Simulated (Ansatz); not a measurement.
Relaxation of a periodic cell of 15 atoms, Al8N7 (host AlN, host structure P6_3mc, one N atom removed), to a largest force component of 0.03 eV/Å in at most 60 steps.

The calculation used DFT PBE, scalar-relativistic, plane waves, PAW in Ansatz. Settings: PAW set soft_1, cutoff 420 eV, k mesh 2x2x2, gaussian smearing 0.05 eV, spin collinear.

```xyz
15
Lattice="-3.0810 -5.3364 0.0000 4.6215 -2.6682 0.0000 0.0000 0.0000 5.0310" Properties=species:S:1:pos:R:3
Al 0.000 -3.558 0.000
Al 1.540 -4.447 2.515
N 0.000 -3.558 1.922
N 1.540 -4.447 4.437
Al 3.081 -3.558 0.000
Al 0.000 -1.779 2.515
N 3.081 -3.558 1.922
N 0.000 -1.779 4.437
Al 1.540 -0.889 0.000
Al 3.081 -1.779 2.515
N 1.540 -0.889 1.922
N 4.622 -0.889 6.953
Al 1.540 -6.226 0.000
Al -1.540 -4.447 2.515
N -1.540 -4.447 4.437
```

Where does it end, and by what steps?

It converged. The force dipped under the threshold on the way, but the program's further checks kept it going. Limits of this set-up: coarse k mesh, a small cell, in which the defect meets its images. After 20 steps the energy has fallen by 0.185 eV; Al5 moved furthest, 0.14 Å.

```
step  energy less start (eV)  largest force component (eV/Å)  accepted
   0                  0.0000                           0.818       yes
   1                 -0.1119                           0.352       yes
   2                 -0.1312                           0.160       yes
   3                 -0.1394                           0.079       yes
   4                 -0.1393                           0.049        no
   5                 -0.1394                           0.079       yes
   6                 -0.1393                           0.049        no
   7                 -0.1403                           0.017       yes
   8                 -0.1403                           0.009       yes
   9                 -0.1404                           0.012       yes
  10                 -0.1407                           0.107       yes
  11                 -0.1405                           0.243        no
  12                 -0.1424                           0.177       yes
  13                 -0.1502                           0.310       yes
  14                 -0.1470                           0.477        no
  15                 -0.1599                           0.327       yes
  16                 -0.1688                           0.339       yes
  17                 -0.1749                           0.263       yes
  18                 -0.1735                           0.239        no
  19                 -0.1847                           0.052       yes
  20                 -0.1852                           0.023       yes
```

```xyz
15
Lattice="-3.0810 -5.3364 0.0000 4.6215 -2.6682 0.0000 0.0000 0.0000 5.0310" Properties=species:S:1:pos:R:3
Al -0.006 -3.539 0.016
Al 1.539 -4.445 2.504
N 0.000 -3.544 1.918
N 1.510 -4.457 4.400
Al 2.982 -3.471 0.030
Al 0.000 -1.771 2.551
N 3.093 -3.526 1.954
N -0.086 -1.727 4.455
Al 1.553 -0.997 0.032
Al 3.151 -1.740 2.562
N 1.571 -0.907 1.963
N 4.656 -0.885 6.851
Al 1.551 -6.258 -0.089
Al -1.525 -4.456 2.516
N -1.501 -4.526 4.430
```

Whether the end is a true minimum wasn't checked by a vibrational analysis.

Time of the run: 2.9 min on 1 thread of Arm Neoverse V1, on a shared host, peak memory 0.43 GiB.
